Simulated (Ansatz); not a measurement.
Crystal: NiMoIrPdW.

```
CELL_PARAMETERS angstrom
2.77046 0.00000 0.00000
-1.38523 2.39928 0.00000
0.00000 0.00000 21.88122
ATOMIC_POSITIONS crystal
Ni 0.33333 0.66667 0.04433
Ni 0.66667 0.33333 0.95562
Mo 0.66667 0.33333 0.34270
Mo 0.66667 0.33333 0.76320
Pd 0.33333 0.66667 0.44768
Pd 0.33333 0.66667 0.65723
Ir 0.33333 0.66667 0.23988
Ir 0.33333 0.66667 0.86050
W 0.66667 0.33333 0.13646
W 0.66667 0.33333 0.55240
```

The cell was built by a generator and needn't be a form met in nature.

Base run:

| Property | Result |
| --- | --- |
| Program | Ansatz 0.2.0 |
| Functional | PBE |
| Potentials or basis | Ansatz PAW earlier set |
| Cutoff | 1080 eV |
| Density cutoff | 4320 eV |
| k mesh | 11 × 11 × 2 |
| Occupations | fermi-dirac, width 0.05 eV |
| Spin | collinear spin, ferromagnetic start |
| Starting moments | [1.0, 1.0, 1.0, 1.0, 0.0, 0.0, 0.6, 0.6, 0.0, 0.0] μB |

Its results: band gap on the k mesh none (metal or under the smearing width); pressure 0.0 GPa; net moment 0.00 μB per cell; largest force 0.144 eV/Å.

The run is repeated on the same cell with these changes: potentials or basis from Ansatz PAW earlier set to Ansatz NC with PseudoDojo standard (PBE files); cutoff from 1080 eV to 1400 eV; density cutoff from 4320 eV to 5600 eV; valence electrons from 218 to 162. What comes out?

Band gap on the k mesh none (metal or under the smearing width); pressure 0.0 GPa; net moment 0.22 μB per cell; site moments Ni +0.09, +0.15; Mo -0.00, -0.01; Pd -0.00, +0.00; Ir -0.00, +0.00; W +0.00, -0.00 μB; largest force 0.156 eV/Å.

Not every run made on this cell is shown here.
